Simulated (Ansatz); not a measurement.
What does this script print? It uses Ansatz's Python interface.

The script, `ti3sn_ecut.py`:
```python
'''Cutoff test for Ti3Sn.'''

import csv

import ansatz as az
import numpy as np

vectors = np.array([
    [0.0, 3.3052, 3.3052],
    [3.3052, 0.0, 3.3052],
    [3.3052, 3.3052, 0.0],
])
xtal = (
    az.Lattice.of(vectors)
    .atom('Ti', [0.75, 0.75, 0.75])
    .atom('Ti', [0.25, 0.25, 0.25])
    .atom('Ti', [0.0, 0.0, 0.0])
    .atom('Sn', [0.5, 0.5, 0.5])
)

model = (
    xtal.calculation()
    .functional(az.Functional.R2SCAN)
    .kpoints(length=24)
    .occupations(az.OccupationsMethod.FERMI_DIRAC, width=0.1)
    .scf(max_iterations=70)
)

rows = []
for value in [250, 325, 400, 475]:
    report = model.basis(value).run().report
    rows.append((value, report['free_energy_ev'] / len(report['lattice']['sites']), report['n_iterations'], report['n_pw']))

with open('ecut.csv', 'w', newline='') as handle:
    writer = csv.writer(handle)
    writer.writerow(['cutoff (eV)', 'F/atom (eV)', 'iterations', 'plane waves'])
    writer.writerows([round(v, 5) if isinstance(v, float) else v for v in row] for row in rows)

# differences from the last row
for row in rows[:-1]:
    shift = 1000 * (row[1] - rows[-1][1])
    print(f'{row[0]}: {shift:+.2f} meV/atom' + ('  (within 1 meV)' if abs(shift) < 1 else ''))
```

Running `python ti3sn_ecut.py` prints:
```text
DeckWarning: basis.ecutwfc = 250 eV is below the records' recommended 500 eV, and the density's cutoff is lower with it unless basis.ecutrho_ratio is high enough to keep the records' density cutoff: compare with a run at a higher cutoff
DeckWarning: basis.ecutwfc = 325 eV is below the records' recommended 500 eV, and the density's cutoff is lower with it unless basis.ecutrho_ratio is high enough to keep the records' density cutoff: compare with a run at a higher cutoff
DeckWarning: basis.ecutwfc = 400 eV is below the records' recommended 500 eV, and the density's cutoff is lower with it unless basis.ecutrho_ratio is high enough to keep the records' density cutoff: compare with a run at a higher cutoff
DeckWarning: basis.ecutwfc = 475 eV is below the records' recommended 500 eV, and the density's cutoff is lower with it unless basis.ecutrho_ratio is high enough to keep the records' density cutoff: compare with a run at a higher cutoff
250: +827.93 meV/atom
325: +26.90 meV/atom
400: +2.09 meV/atom
```
(Warnings from the package without file and line.)

It writes `ecut.csv`:
```csv
cutoff (eV),F/atom (eV),iterations,plane waves
250,-3387.32839,9,645
325,-3388.12941,8,941
400,-3388.15423,8,1363
475,-3388.15632,8,1687
```

For a metal this k-point mesh is coarse: on a finer one energies can move by several to tens of meV an atom and pressures by half a GPa or more, differences at one mesh by less. The structure comes from a database of computed cells and needn't be a stable or known phase. Shifts are counted from the last row, which is itself no proven limit. Timing: 6.6 s on 1 thread of Intel(R) Xeon(R) 6975P-C (Granite Rapids) (shared host), peak memory 0.62 GiB.

(Lines on the test bed's own set-up are left out of the output.)
